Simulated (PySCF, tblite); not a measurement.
# C₅H₁₃AlF₃P: geometry, infrared bands and NMR shifts

What infrared bands and NMR shifts should C₅H₁₃AlF₃P (`C[P+](C)([AlH3-])CCC(F)(F)F`) show?

Programs: tblite 0.8.0 and PySCF 2.14.0, with density-fitted response routines of our own. Each step states its level of theory. These are calculated values for one molecule in the gas phase, unless marked as measured. Atoms count from 0, in the outputs and in this text.

## (1) The molecule as given

23 atoms, charge 0, multiplicity 1; geometry from: force field or distance geometry start.

Bonds of the start (Å): C0–P1 1.79, P1–C2 1.83, P1–Al3 2.31, P1–C4 1.83, C4–C5 1.50, C5–C6 1.50, C6–F7 1.40, C6–F8 1.36, C6–F9 1.40, C0–H10 1.13, C0–H11 1.11, C0–H12 1.09, C2–H13 1.11, C2–H14 1.11, C2–H15 1.10, Al3–H16 1.57, Al3–H17 1.60, Al3–H18 1.61, C4–H19 1.11, C4–H20 1.10, C5–H21 1.11, C5–H22 1.14.

## (2) Optimising the geometry with GFN2-xTB

Job settings and geometry (Å):

```
{"job": {"kind": "relax", "xc": "GFN2-xTB", "basis": "xTB"}, "charge": 0, "multiplicity": 1}
C     -0.597500    -1.878300    -0.446100
P     -0.771100    -0.206600     0.181300
C     -2.417000    -0.148000     0.971300
Al    -0.836000     1.386800    -1.484900
C      0.512300     0.189900     1.420900
C      1.723800     0.774200     0.754700
C      2.394400    -0.111300    -0.246500
F      3.499000     0.600500    -0.734800
F      1.648000    -0.431400    -1.341800
F      2.783000    -1.248900     0.461500
H     -1.499600    -2.494900    -0.144700
H     -0.588200    -1.944900    -1.550000
H      0.283700    -2.345100     0.001200
H     -3.124200     0.158100     0.170700
H     -2.381800     0.583800     1.805800
H     -2.716900    -1.142000     1.325100
H     -0.196100     0.878100    -2.824800
H     -0.092700     2.688500    -0.936300
H     -2.368500     1.776600    -1.778300
H      0.048400     0.913800     2.129800
H      0.759100    -0.737000     1.956400
H      1.455500     1.750000     0.291300
H      2.477500     1.014900     1.574100
```

Run with:

```sh
$ OMP_NUM_THREADS=1 python probes_run.py task.json out
```

The driver reads the jobs from task.json and runs them one after another.

**Question.** This job is followed by: GFN2-xTB harmonic vibrations, gas phase; GIAO PBE0/pcSseg-1 NMR shielding, non-relativistic, gas phase. What will the session give for the following? strongest single infrared mode (GFN2-xTB); zero-point energy (GFN2-xTB); ¹³C shifts against TMS (PBE0/pcSseg-1, means over atoms taken as alike); ¹H shifts against TMS (PBE0/pcSseg-1, means over atoms taken as alike); ³¹P shifts against H3PO4 (PBE0/pcSseg-1); ²⁷Al shifts against AlH4- (PBE0/pcSseg-1); ¹⁹F shifts against CFCl3 (PBE0/pcSseg-1, means over atoms taken as alike).

As calculated:

| quantity | value |
| --- | --- |
| strongest single infrared mode (GFN2-xTB) | 776 cm⁻¹, 515 km/mol |
| zero-point energy (GFN2-xTB) | 101.9 kcal/mol |
| ¹³C shifts against TMS (PBE0/pcSseg-1, means over atoms taken as alike) | 136.0, 33.6, 25.9, 17.1 ppm |
| ¹H shifts against TMS (PBE0/pcSseg-1, means over atoms taken as alike) | 3.80, 2.70, 1.73, 1.36 ppm |
| ³¹P shifts against H3PO4 (PBE0/pcSseg-1) | -53.2 ppm |
| ²⁷Al shifts against AlH4- (PBE0/pcSseg-1) | 37.4 ppm |
| ¹⁹F shifts against CFCl3 (PBE0/pcSseg-1, means over atoms taken as alike) | -76.6 ppm |

The optimisation took 186 steps and gained 1.197 eV; among the close pairs (by a distance rule), P1–Al3 changed most, from 2.306 to 2.505 Å. No mode is imaginary among the 63: a minimum at this level. The strongest single mode, at 776 cm⁻¹, moves mainly H17 and H16. GFN2-xTB is a fitted tight-binding method: band positions and strengths are rough. Its intensities can rank the bands wrongly. At PBE0/pcSseg-1: Shielding is most anisotropic at F7, F8, F9 (span 171 ppm, paramagnetic term -227 ppm).
